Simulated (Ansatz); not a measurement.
# C2H6AlFS: the cost of one run

Program: Ansatz 0.2.0. Level of theory: RKS PBE0-D4/def2-SVP. These are calculated values, not measurements.

### Step 1. Starting geometry

11 atoms, charge 0, spin multiplicity 1.

Atoms are counted from 1 here; the program's logs count them from 0.

Bond lengths: C1–C2 1.477 Å, C1–H6 1.114 Å, C1–H7 1.111 Å, C1–H8 1.113 Å, C2–Al4 2.081 Å, C2–S5 1.664 Å, F3–Al4 1.715 Å, Al4–H9 1.630 Å, Al4–H10 1.610 Å, S5–H11 1.389 Å. Angles: C2–C1–H6 107.2°, C2–C1–H7 116.5°, C2–C1–H8 107.7°, H6–C1–H7 109.7°, H6–C1–H8 102.9°, H7–C1–H8 111.9°, C1–C2–Al4 116.5°, C1–C2–S5 122.4°, Al4–C2–S5 121.0°, C2–Al4–F3 98.2°, C2–Al4–H9 95.6°, C2–Al4–H10 109.1°, F3–Al4–H9 113.5°, F3–Al4–H10 116.4°, H9–Al4–H10 119.1°, C2–S5–H11 102.9°.

As a file:

```mol
C2H6AlFS
  3D, bonds by distance, orders not assigned

 11 10  0  0  0  0  0  0  0  0999 V2000
   -0.7711   -0.9447    0.5488 C   0  0
   -0.0282   -0.1647   -0.4621 C   0  0
    1.4563    0.7651    1.8242 F   0  0
    1.1639    1.3845    0.2524 Al  0  0
   -0.1919   -0.4352   -2.0957 S   0  0
   -1.4353   -0.2338    1.0920 H   0  0
   -1.3693   -1.8018    0.1728 H   0  0
   -0.0476   -1.2575    1.3349 H   0  0
   -0.0052    2.5201    0.2079 H   0  0
    2.4484    1.5457   -0.7052 H   0  0
   -1.1548   -1.4348   -2.1494 H   0  0
  1  2  8  0
  1  6  8  0
  1  7  8  0
  1  8  8  0
  2  4  8  0
  2  5  8  0
  3  4  8  0
  4  9  8  0
  4 10  8  0
  5 11  8  0
M  END
```

This geometry comes from a loose relaxation at PBE in a small basis, which is not shown.

### Step 3. Plan of the scan

The axes are (1) dihedral C1–C2–Al4–F3: 12 values from −180 to 150 °, periodic; (2) dihedral C1–C2–S5–H11: 12 values from −180 to 150 °, periodic.

Nothing else is relaxed (all other coordinates rigid). Energies count from the relaxed molecule at the same level. Points are written as (first, second).

(The set-up runs are not shown.)

### Step 4. Point (90°, 120°)

input.yaml

```yaml
crystal:
  periodic: [false, false, false]
  atoms:
    - { symbol: C, position_ang: [-0.763271, -0.943954, 0.544191] }
    - { symbol: C, position_ang: [-0.054449, -0.154375, -0.470109] }
    - { symbol: F, position_ang: [2.568728, 0.477864, 0.413136] }
    - { symbol: Al, position_ang: [1.146367, 1.402434, 0.254696] }
    - { symbol: S, position_ang: [-0.215695, -0.42594, -2.086156] }
    - { symbol: H, position_ang: [-1.453377, -0.247327, 1.05729] }
    - { symbol: H, position_ang: [-1.321653, -1.822363, 0.181921] }
    - { symbol: H, position_ang: [-0.037728, -1.204437, 1.334838] }
    - { symbol: H, position_ang: [0.379178, 1.666568, 1.64679] }
    - { symbol: H, position_ang: [1.1724, 2.53708, -0.87352] }
    - { symbol: H, position_ang: [-0.703562, 0.771087, -2.544275] }
basis:
  gaussian: { orbitals: def2-SVP }
hamiltonian:
  xc: pbe0
  dispersion: d4
output:
  forces: true
```

Run with:

```bash
$ ansatz run input.yaml --threads 1 --pin off --max-ram 2560MiB --backend cpu --events-out ev --progress --plain --runs-dir out
```

What time and memory should one allow on 1 thread of Intel Xeon 6975P-C (Granite Rapids), shared host?

About 2.9 s, with a peak of 0.23 GiB.
